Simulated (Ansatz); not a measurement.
# C2H8SSi: how energies converge with the basis set

One table from this session's results is given with a row withheld; the runs are named, their logs left out.

Computed with Ansatz 0.2.0, Gaussian basis. Level: one geometry, several basis sets.

Levels to be run: PBE0-D4/def2-SVP; ωB97M-V/def2-SVP; PBE0-D4/def2-QZVPP; ωB97M-V/def2-QZVPP; CCSD(T)/cc-pV(D+d)Z; CCSD(T)/cc-pV(T+d)Z; CCSD(T)/cc-pV(Q+d)Z; the functionals' def2-TZVPP values are taken from earlier runs.

### The relaxed structure

All runs share one geometry, relaxed beforehand with PBE0-D4 in a triple-zeta def2 set.

SMILES `CCS[SiH3]`, 12 atoms, charge 0, spin multiplicity 1.

Atoms are counted from 1 here; the program's logs count them from 0.

Bond lengths: C1–C2 1.515 Å, C1–H5 1.092 Å, C1–H6 1.093 Å, C1–H7 1.092 Å, C2–S3 1.827 Å, C2–H8 1.092 Å, C2–H9 1.092 Å, S3–Si4 2.123 Å, Si4–H10 1.483 Å, Si4–H11 1.488 Å, Si4–H12 1.488 Å. Angles: C2–C1–H5 111.1°, C2–C1–H6 110.1°, C2–C1–H7 111.1°, H5–C1–H6 108.2°, H5–C1–H7 108.1°, H6–C1–H7 108.2°, C1–C2–S3 109.6°, C1–C2–H8 110.7°, C1–C2–H9 110.7°, S3–C2–H8 108.7°, S3–C2–H9 108.7°, H8–C2–H9 108.3°, C2–S3–Si4 99.3°, S3–Si4–H10 106.5°, S3–Si4–H11 111.2°, S3–Si4–H12 111.2°, H10–Si4–H11 110.0°, H10–Si4–H12 110.0° and more.

As a file:

```
C    -0.25477    1.97343    0.68779
C    -0.23959    0.47151    0.49063
S     0.61663    0.06681   -1.07230
Si    0.45238   -2.04920   -1.01518
H     0.76000    2.37305    0.73862
H    -0.76768    2.22480    1.61944
H    -0.77474    2.47164   -0.13287
H    -1.25700    0.07720    0.44463
H     0.28199   -0.02138    1.31386
H     1.10842   -2.55597   -2.24511
H     1.12395   -2.60989    0.18879
H    -0.97269   -2.47700   -0.98431
```

The first run:

Input file in.yaml:

```yaml
crystal:
  periodic: [false, false, false]
  atoms:
    - {symbol: C, position_ang: [-0.254772, 1.973428, 0.687789]}
    - {symbol: C, position_ang: [-0.239589, 0.471506, 0.490628]}
    - {symbol: S, position_ang: [0.616632, 0.066815, -1.072300]}
    - {symbol: Si, position_ang: [0.452376, -2.049204, -1.015178]}
    - {symbol: H, position_ang: [0.760003, 2.373048, 0.738621]}
    - {symbol: H, position_ang: [-0.767682, 2.224802, 1.619443]}
    - {symbol: H, position_ang: [-0.774738, 2.471639, -0.132874]}
    - {symbol: H, position_ang: [-1.257000, 0.077196, 0.444626]}
    - {symbol: H, position_ang: [0.281994, -0.021376, 1.313862]}
    - {symbol: H, position_ang: [1.108418, -2.555968, -2.245107]}
    - {symbol: H, position_ang: [1.123952, -2.609888, 0.188794]}
    - {symbol: H, position_ang: [-0.972693, -2.476997, -0.984306]}
basis:
  gaussian: {orbitals: def2-SVP}
hamiltonian: {xc: pbe0, dispersion: d4}
output: {orbitals: {seedname: orbitals}}
```

Started as:

```bash
$ ansatz run in.yaml --threads 2 --pin off --events-out ev --progress --plain --max-ram 32768MiB --backend cpu
```

Among the steps run: PBE0-D4 in def2-SVP; ωB97M-V in def2-SVP; PBE0-D4 in def2-QZVPP; ωB97M-V in def2-QZVPP.

One table of the session follows, with a row left open; its other results are not shown here.

```
functional       basis  HOMO (eV)  LUMO (eV)
   PBE0-D4    def2-SVP      -6.81       0.61
   PBE0-D4  def2-TZVPP      -6.90       0.21
   PBE0-D4  def2-QZVPP      -6.92       0.06
   ωB97M-V    def2-SVP      -8.97       2.55
   ωB97M-V  def2-TZVPP      -9.09       1.91
   ωB97M-V  def2-QZVPP          ?          ?
```

**Question.** Estimate the row for ωB97M-V, def2-QZVPP.

The run gave: HOMO (eV): -9.12; LUMO (eV): 1.52. In the column «HOMO (eV)» it is the lowest.
